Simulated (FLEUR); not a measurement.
**Ta3Cu: band structure with LDA**

Crystal: Ta3Cu.

```xyz
4
Lattice="-2.0065 2.0065 4.2082 2.0065 -2.0065 4.2082 2.0065 2.0065 -4.2082" Properties=species:S:1:pos:R:3 pbc="T T T"
Ta    0.0000    0.0000    4.2082
Ta    2.0065    0.0000    2.1041
Ta    0.0000    2.0065    2.1041
Cu    0.0000    0.0000    0.0000
```

The cell comes from a database or a generator and needn't be the stable form of this composition.

| Property | Result |
| --- | --- |
| Program | FLEUR MaX-R8.1 (later development tree) |
| Task | band structure |
| Functional | LDA |
| Potentials or basis | all-electron |
| Basis | FLAPW |
| Kmax | 4.41 1/bohr |
| k mesh | 9 × 9 × 9 |
| Occupations | fermi-dirac, width 0.05 eV |
| Spin | no spin polarisation |
| Gmax | 13.7 1/bohr |
| Muffin-tin radii | Ta 2.48, Cu 2.22 bohr |
| lmax | Ta 10, Cu 9 |
| lnonsphr | Ta 10, Cu 9 |
| Local orbitals a species | Ta 4, Cu 5 |
| Max iterations | 60 |
| Mixing factor | 0.05 |
| Mixer | Anderson |
| Mixer history | 15 |
| Density convergence | 1e-05 me/bohr^3 |

```json
{
 "Band gap along the path": "none (metal or under the smearing width)",
 "Valence electrons inside the program's atomic spheres": "Ta 24.77, 24.80; Cu 17.89 (radii Ta 2.48, Cu 2.22 bohr)"
}
```

Levels at the corners of the path, in eV from the Fermi level:
```
point  band 48  band 49  band 50  band 51  band 52  band 53
    Γ    -1.64    -0.18    -0.18     0.06     2.07     2.19
    X    -1.22    -0.28     0.04     0.19     0.89     1.00
    Y    -1.02    -0.85    -0.42     0.30     0.41     1.44
    S    -1.41    -1.20     0.00     0.92     0.95     1.46
    Γ    -1.64    -0.18    -0.18     0.06     2.07     2.19
    Z    -1.46    -1.07     0.21     2.03     2.25     2.25
   S1    -1.41    -1.20     0.00     0.92     0.95     1.46
    N    -1.31    -1.00     0.09     0.50     0.98     1.33
    P    -0.94    -0.74     0.02     0.30     0.30     0.99
   Y1    -1.02    -0.85    -0.42     0.30     0.41     1.44
    Z    -1.46    -1.07     0.21     2.03     2.25     2.25
    X    -1.22    -0.28     0.04     0.19     0.89     1.00
    P    -0.94    -0.74     0.02     0.30     0.30     0.99
```

Core levels (eV from the Fermi level):
```csv
atom,levels
1 Ta,"1s1/2 -67217.5, 2s1/2 -11538.0, 2p1/2 -11029.5, 2p3/2 -9760.6, 3s1/2 -2638.5, 3p1/2 -2412.1, 3p3/2 -2139.0, 4s1/2 -533.0, 3d3/2 -1755.8, 3d5/2 -1696.3, 4p1/2 -439.7, 4p3/2 -376.6, 4d3/2 -223.1, 4d5/2 -211.5"
2 Ta,"1s1/2 -67217.4, 2s1/2 -11538.0, 2p1/2 -11029.4, 2p3/2 -9760.5, 3s1/2 -2638.4, 3p1/2 -2412.1, 3p3/2 -2139.0, 4s1/2 -532.9, 3d3/2 -1755.8, 3d5/2 -1696.2, 4p1/2 -439.7, 4p3/2 -376.6, 4d3/2 -223.1, 4d5/2 -211.5"
3 Ta,"1s1/2 -67217.4, 2s1/2 -11538.0, 2p1/2 -11029.4, 2p3/2 -9760.5, 3s1/2 -2638.4, 3p1/2 -2412.1, 3p3/2 -2139.0, 4s1/2 -532.9, 3d3/2 -1755.8, 3d5/2 -1696.2, 4p1/2 -439.7, 4p3/2 -376.6, 4d3/2 -223.1, 4d5/2 -211.5"
4 Cu,"1s1/2 -8829.3, 2s1/2 -1058.6, 2p1/2 -928.3, 2p3/2 -907.9"
```

It took 10 min on 1 thread of Arm Neoverse V2 (shared host), peak memory 0.12 GiB.

Caveat: spin-orbit coupling is left out, which moves the levels of the heavy elements.
